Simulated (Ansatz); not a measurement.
# FSe (charge +1): a ladder of basis sets

Computed with the Python package of Ansatz (0.2.0).

Interactive session:
```pycon
>>> import ansatz as az
>>> GEOMETRY = """
... Se    0.00000    0.00000    0.00000
... F     0.00000    0.00000    1.83000
... """
>>> system = az.Crystal.molecule()
>>> for line in GEOMETRY.strip().splitlines():
...     symbol, *xyz = line.split()
...     system = system.atom(symbol, [float(v) for v in xyz])
...
>>> setup = system.calculation().functional("PBE0", dispersion="d4").charge(1).spin("collinear", total=2)
>>> energies = {}
>>> for basis in ["cc-pVDZ", "cc-pVTZ"]:
...     r = setup.basis(gaussian=basis).run(threads=1).report
...     size = r["n_frozen"] + r["n_occupied"][0] + r["n_virtual"][0]
...     energies[basis] = (r["reference_energy_ev"] / 27.211386246, r["free_energy_ev"] / 27.211386246)
...     print(f"{basis:14s} {size:4d} orbitals  reference {energies[basis][0]:14.6f} Ha  total {energies[basis][1]:14.6f} Ha")
...
cc-pVDZ          41 orbitals  reference   -2500.563098 Ha  total   -2500.563505 Ha
cc-pVTZ          73 orbitals  reference   -2500.674126 Ha  total   -2500.674534 Ha
>>> last = energies["cc-pVTZ"][1]
>>> for basis, (_, total) in energies.items():
...     print(f"{basis:14s} lies {27.211386 * (total - last):9.4f} eV above cc-pVTZ")
...
cc-pVDZ        lies    3.0212 eV above cc-pVTZ
cc-pVTZ        lies    0.0000 eV above cc-pVTZ
```

Against cc-pVDZ: cc-pVTZ -111.0 mHa. The last step alone is -111.03 mHa. From the first set to the last the time grows from 1.4 to 1.9 s.

Reading the output:
- The drop along the ladder measures the basis error, and is no property of the molecule.
- The geometry is a force-field or estimated start, not a minimum of this method, and the last set is no limit. Much of the fall in a total is atomic energy, which cancels in bond and reaction energies.
- The species is open-shell (spin multiplicity 3).
- Total less reference energy is the dispersion correction.
- The spin state was assumed, and another may lie lower.
- Run time: 3.8 s on 1 thread of Intel(R) Xeon(R) Platinum 8259CL CPU @ 2.50GHz (Skylake/Cascade Lake), on a shared host, peak memory 0.2 GiB.
